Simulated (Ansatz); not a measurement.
**CH₃BrGaO radical: small, medium and large basis sets**

One table from this session's results is given with a row withheld; the runs are named, their logs left out.

Program: Ansatz 0.2.0, Gaussian basis. Level of theory: one geometry, several basis sets. These are calculated values, not measurements.

The runs, in order: PBE0-D4/def2-SVP; ωB97M-V/def2-SVP; PBE0-D4/def2-QZVPP; ωB97M-V/def2-QZVPP; the functionals' def2-TZVPP values are taken from earlier runs.

**Structure used throughout**

The geometry comes from an earlier relaxation with PBE0-D4 in a triple-zeta def2 set; it is a stationary point, not always the lowest conformer.

7 atoms, charge 0, spin multiplicity 2.

Atoms are counted from 1 here; the program's logs count them from 0.

Bond lengths: C1–O2 1.406 Å, C1–H5 1.094 Å, C1–H6 1.096 Å, C1–H7 1.096 Å, O2–Ga3 1.793 Å, Ga3–Br4 2.317 Å. Angles: O2–C1–H5 107.8°, O2–C1–H6 112.0°, O2–C1–H7 112.7°, H5–C1–H6 108.0°, H5–C1–H7 107.8°, H6–C1–H7 108.4°, C1–O2–Ga3 127.1°, O2–Ga3–Br4 114.5°.

Set-up of the first run:

in.yaml

```yaml
crystal:
  periodic: [false, false, false]
  atoms:
    - {symbol: C, position_ang: [0.604293, 0.903318, 0.257460]}
    - {symbol: O, position_ang: [-0.372762, 0.048768, -0.281933]}
    - {symbol: Ga, position_ang: [-0.508476, -1.724166, -0.048662]}
    - {symbol: Br, position_ang: [-2.321575, -2.698830, -1.113026]}
    - {symbol: H, position_ang: [0.495606, 1.880275, -0.222028]}
    - {symbol: H, position_ang: [0.478301, 1.040769, 1.337095]}
    - {symbol: H, position_ang: [1.624613, 0.549856, 0.071084]}
basis:
  gaussian: {orbitals: def2-SVP}
magnetization: {spin_polarized: true, initial_magnetization: 1}
hamiltonian: {xc: pbe0, dispersion: d4}
output: {orbitals: {seedname: orbitals}}
```

Command:

```console
> ansatz run in.yaml --threads 4 --pin off --events-out ev --progress --plain --max-ram 10444MiB
```

Among the steps run: PBE0-D4 in def2-SVP; ωB97M-V in def2-SVP; PBE0-D4 in def2-QZVPP; ωB97M-V in def2-QZVPP.

One table of the session follows, with a row left open; its other results are not shown here.

It belongs to the step «Density functionals: the series». 

| functional | basis | HOMO (eV) | LUMO (eV) |
| --- | --- | --- | --- |
| PBE0-D4 | def2-SVP | -6.49 | -3.54 |
| PBE0-D4 | def2-TZVPP | -6.56 | -3.60 |
| PBE0-D4 | def2-QZVPP | ? | ? |
| ωB97M-V | def2-SVP | -8.51 | -1.88 |
| ωB97M-V | def2-TZVPP | -8.58 | -1.95 |
| ωB97M-V | def2-QZVPP | -8.62 | -2.03 |

**Question.** Estimate the row for PBE0-D4, def2-QZVPP.

The run gave: HOMO (eV): -6.59; LUMO (eV): -3.63. In the column «HOMO (eV)» it lies between ωB97M-V, def2-SVP (-8.51) and PBE0-D4, def2-TZVPP (-6.56).
